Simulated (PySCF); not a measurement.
# SnH2Me(OMe): geometry, NMR shifts and electronic excitations

Aim: predict the NMR shifts and electronic excitations of SnH2Me(OMe) (`[H][Sn]([H])([CH3])[O]C`).

Programs: PySCF 2.14.0, with density-fitted response routines of our own. Each step states its level of theory. These are calculated values for one molecule in the gas phase, unless marked as measured. Atoms are numbered from 0 throughout.

## 1. The starting structure

12 atoms, charge 0, multiplicity 1; geometry from: GFN2-xTB.

Bonds of the start (Å): Sn0–H1 1.70, Sn0–H2 1.70, Sn0–C3 2.15, Sn0–O7 1.99, C3–H4 1.08, C3–H5 1.08, C3–H6 1.08, O7–C8 1.40, C8–H9 1.09, C8–H10 1.09, C8–H11 1.09.

## 2. Geometry optimisation at PBE0-D3(BJ)/def2-SVP

What the job is given:

```
{"job": {"xc": "PBE0", "basis": "def2-SVP", "d3": "d3bj", "grid": 1, "maxiter": 40, "kind": "geom"}, "charge": 0, "multiplicity": 1}
Sn     0.595080     0.661340     0.383670
H      0.686250     0.612150     2.080730
H      2.204230     0.556130    -0.155790
C     -0.652880     2.168450    -0.499950
H     -0.329810     3.160400    -0.207000
H     -1.674870     2.007070    -0.173990
H     -0.607430     2.076810    -1.580010
O     -0.366160    -0.968510    -0.228780
C     -0.020490    -2.293380     0.048060
H      0.973410    -2.548440    -0.327180
H     -0.755640    -2.920590    -0.457970
H     -0.051690    -2.511420     1.118190
```

Launch:

```console
$ OMP_NUM_THREADS=1 python probes_run.py task.json out
```

This one command runs all jobs of the session in turn.

**Question.** This job is followed by: GIAO PBE0/pcSseg-1 Sn:def2-TZVP NMR shielding, non-relativistic, gas phase; TDDFT wB97X-D/def2-SVPD, vertical, gas phase, core orbitals frozen in the response; GIAO KT2/pcSseg-1 Sn:def2-TZVP NMR shielding, non-relativistic, gas phase. What will the session give for the following? rotational constants (main isotopes); 13C shifts against TMS (PBE0/def2-TZVP+pcSseg-1); 1H shifts against TMS (PBE0/def2-TZVP+pcSseg-1, means over atoms taken as alike); 17O shifts against H2O (PBE0/def2-TZVP+pcSseg-1); surface potential, 1st and 99th percentile; lowest singlet (wB97X-D/def2-SVPD); brightest single state of those computed; lowest triplet; vertical ionisation energy (ΔSCF); range of the shift of O7.

As calculated:

| quantity | value |
| --- | --- |
| rotational constants (main isotopes) | 8.91, 2.37, 1.98 GHz |
| 13C shifts against TMS (PBE0/def2-TZVP+pcSseg-1) | 57.9, -6.8 ppm |
| 1H shifts against TMS (PBE0/def2-TZVP+pcSseg-1, means over atoms taken as alike) | 5.44, 3.76, 0.42 ppm |
| 17O shifts against H2O (PBE0/def2-TZVP+pcSseg-1) | -1.8 ppm |
| surface potential, 1st and 99th percentile | -1.69 V and 1.56 V |
| lowest singlet (wB97X-D/def2-SVPD) | 6.05 eV (205 nm), f = 0.003 |
| brightest single state of those computed | state 2, 6.92 eV, f = 0.098 |
| lowest triplet | 5.67 eV |
| vertical ionisation energy (ΔSCF) | 9.50 eV |
| range of the shift of O7 | -1.8 to 19.1 ppm |

Relaxing lowered the energy by 0.071 eV in 5 steps; the close pair that moved most is Sn0–H1, from 1.700 to 1.721 Å. No frequency check was run at this level, so the end point may be a saddle. The first singlet state (HOMO→LUMO 0.68, HOMO→LUMO+2 0.18) lies at 6.05 eV and is weak; of the 10 states computed, the strongest absorption comes from state 2 at 6.92 eV (the last state computed is bright too, and its partners may lie past the list). The lowest triplet lies 0.38 eV below the lowest singlet (triplets in Tamm-Dancoff, singlets in full TDDFT). Spin-orbit coupling, left out, mixes singlets and triplets in elements this heavy. ΔSCF puts the ionisation energy at 9.50 eV, 0.28 eV above −ε(HOMO). In ppm, O7 moves most: its shift spreads over 20.8 ppm, from -1.8 (PBE0/def2-TZVP+pcSseg-1) to 19.1 (KT2/def2-TZVP+pcSseg-1). Spin-orbit coupling is left out, which matters for shieldings and couplings at and beside the heavy atoms.
